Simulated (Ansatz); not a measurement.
Task: a scan of the Hubbard U of CuS, space group Fm-3m, with Ansatz's Python interface. Give the script and its output. Level of theory (first run): PBEsol, PAW, the default cutoff (420 eV here), 12×12×12 k-points, Methfessel-Paxton smearing of 0.1 eV.

```yaml
crystal:
  lattice:
    - [0.00000, 2.43990, 2.43990]
    - [2.43990, 0.00000, 2.43990]
    - [2.43990, 2.43990, 0.00000]
  atoms:
    - { symbol: Cu, position: [0.00000, 0.00000, 0.00000] }
    - { symbol: S, position: [0.50000, 0.50000, 0.50000] }
```

Script `plus_u.py`:
```python
'''DFT+U scan for CuS.'''

import warnings

import ansatz
import numpy as np
from pymatgen.core import Lattice, Structure
from pymatgen.io.ase import AseAtomsAdaptor
from tabulate import tabulate


def count_gap(report):
    # lowest empty less highest filled band, counting bands; zero where they overlap
    return max(report.get('gap_by_band_count_ev') or 0.0, 0.0)

warnings.simplefilter('ignore', ansatz.DeckWarning)

pmg_structure = Structure(
    Lattice([(0.0, 2.439903, 2.439903), (2.439903, 0.0, 2.439903), (2.439903, 2.439903, 0.0)]),
    ['Cu', 'S'],
    [
        (0.0, 0.0, 0.0),
        (0.5, 0.5, 0.5),
    ],
)
xtal = ansatz.Crystal.from_ase(AseAtomsAdaptor.get_atoms(pmg_structure))

job = (
    xtal.calculation()
    .functional('PBEsol')
    .kpoints(spacing=0.2)
    .occupations('methfessel_paxton')
    .band_table()
)
rows = []
for u in [0.0, 1.5, 3.0, 4.5, 6.0]:
    rep = job.hubbard('Cu', 'd', u_eff=u).run().report
    shell = rep['hubbard']['n_scf']
    rows.append((u, count_gap(rep), sum(shell) / len(shell), rep['n_iterations']))
print(tabulate(rows, headers=['U_eff eV', 'gap by band count eV', 'Cu d occupation (projector)', 'iterations'], floatfmt='.4f', tablefmt='pipe'))
print('eigenvalues of the first occupation matrix at the last U, by spin:')
for channel in rep['hubbard']['n_eig'][0]:
    print('  ', ' '.join(f'{n:.3f}' for n in channel))
```

```console
$ python plus_u.py
|   U_eff eV |   gap by band count eV |   Cu d occupation (projector) |   iterations |
|-----------:|-----------------------:|------------------------------:|-------------:|
|     0.0000 |                 0.0000 |                        9.6066 |            8 |
|     1.5000 |                 0.0000 |                        9.6442 |            8 |
|     3.0000 |                 0.0000 |                        9.6803 |            8 |
|     4.5000 |                 0.0000 |                        9.7145 |            8 |
|     6.0000 |                 0.0000 |                        9.7459 |            8 |
eigenvalues of the first occupation matrix at the last U, by spin:
   0.943 0.943 0.995 0.995 0.995
```

What to keep in mind:
- The run is spin-unpolarised.
- A gap by band count of zero or less means overlapping bands, a metal, and at an odd count of electrons it is no gap at all.
- A Hubbard U without spin forces both spins into the same orbitals, which can open a gap or pick a state that a spin-polarised run wouldn't.
- The structure comes from a database of computed cells and needn't be a stable or known phase.
- Levels are Kohn-Sham eigenvalues on this mesh.
- Shell occupations and the effect of U depend on the projectors; a run with no .spin step is spin-unpolarised, and each U may end in a state that isn't the lowest.
- The script silences the warnings on its input, which a real study should read.
- Wall time of the script: 10 s on 1 thread of Arm Neoverse V2, with other jobs on the host, peak memory 0.44 GiB.
